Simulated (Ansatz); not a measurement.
# C3H4BrCl, SMILES C=CC(Cl)Br: a single point in a Gaussian basis

Run with Ansatz 0.2.0 through its Python package.

The script reads `c3h4brcl.xyz`:
```text
9

C     0.06700    0.57370    1.35010
C    -0.49250    0.02990    0.24280
C     0.28500   -0.43930   -0.93680
Cl    0.12890   -2.15870   -1.19470
Br   -0.24450    0.54970   -2.51120
H    -0.63250    0.94810    2.14850
H     1.10980    0.80140    1.45910
H    -1.52650   -0.10700    0.18510
H     1.39370   -0.24400   -0.76020
```

`energy_c3h4brcl.py`
```python
'''Single point of C3H4BrCl.'''

import ansatz as az
import numpy as np
import pandas as pd

mol = az.Crystal.molecule_from_extxyz('c3h4brcl.xyz')

calc = (
    mol.calculation()
    .basis(gaussian='6-31G*')
    .correlation('MP2')  # correlation on top of the mean field
    .forces()  # minus the gradient of the free energy
)
outcome = calc.run(threads=1)
r = outcome.report

print(f'E = {r["free_energy_ev"]:.6f} eV = {r["free_energy_ev"] / 27.211386246:.7f} Ha')
print('converged:', r['converged'], ' doubts:', r['published_state_doubts'] or 'none')

print('correlation energy', round(r['free_energy_ev'] - r['reference_energy_ev'], 5), 'eV')
cluster = r['correlation'].get('coupled_cluster')
if cluster:
    print('cycles', cluster['cycles'], ' T1 diagnostic', round(cluster['t1_diagnostic'], 4), ' largest double', round(cluster['largest_double'], 4))

symbols = [site.symbol for site in mol.cartesian_sites]
print('forces (eV/A)')
for symbol, f in zip(symbols, r['forces_ev_ang']):
    print(f'  {symbol:2s} {f[0]:9.4f} {f[1]:9.4f} {f[2]:9.4f}')

charges = r['charge_distribution']
table = pd.DataFrame({'atom': symbols, 'mulliken': charges['mulliken_charges_e'], 'lowdin': charges['lowdin_charges_e']})
print(table.round(3).to_string())
print('dipole (e A):', np.round(charges['dipole_moment_e_ang'], 4) + 0.0)
```

```console
$ python energy_c3h4brcl.py
E = -85668.492646 eV = -3148.2590365 Ha
converged: True  doubts: none
correlation energy -21.25169 eV
forces (eV/A)
  C    -1.9383    0.3932   -0.0687
  C     1.9225    0.3684    0.7600
  C     1.9992    0.7228    0.9765
  Cl   -0.2115   -0.7884   -0.0900
  Br   -0.0740    0.2634   -0.3365
  H     0.9735   -0.5338   -0.7543
  H     0.4867   -0.0985    0.0066
  H    -1.7346   -0.2301   -0.0725
  H    -1.4236   -0.0971   -0.4211
  atom  mulliken  lowdin
0    C    -0.350  -0.220
1    C    -0.080  -0.203
2    C    -0.347  -0.374
3   Cl     0.011   0.154
4   Br    -0.031   0.045
5    H     0.178   0.145
6    H     0.181   0.138
7    H     0.203   0.156
8    H     0.235   0.159
dipole (e A): [0.1001 0.1856 0.4072]
```

Reading the output:
- These settings explore the input space; basis and method may be short of convergence.
- The geometry is a force-field or estimated start, not a minimum of this method, and the basis set is short of its limit.
- The Löwdin charges here are taken after orthogonalising the functions within each atom; they differ from plain Löwdin charges, and their signs can be unphysical.
- Inner cores stay frozen; a filled d shell under the valence of the heavier atoms is correlated with it.
- Wall time of the script: 5 s on 1 thread of Intel(R) Xeon(R) 6975P-C (Granite Rapids) (shared host), peak memory 0.37 GiB.

(A comment or docstring line of the script was reworded after the run, the code is as it ran; lines on the test bed's own set-up are left out of the output.)
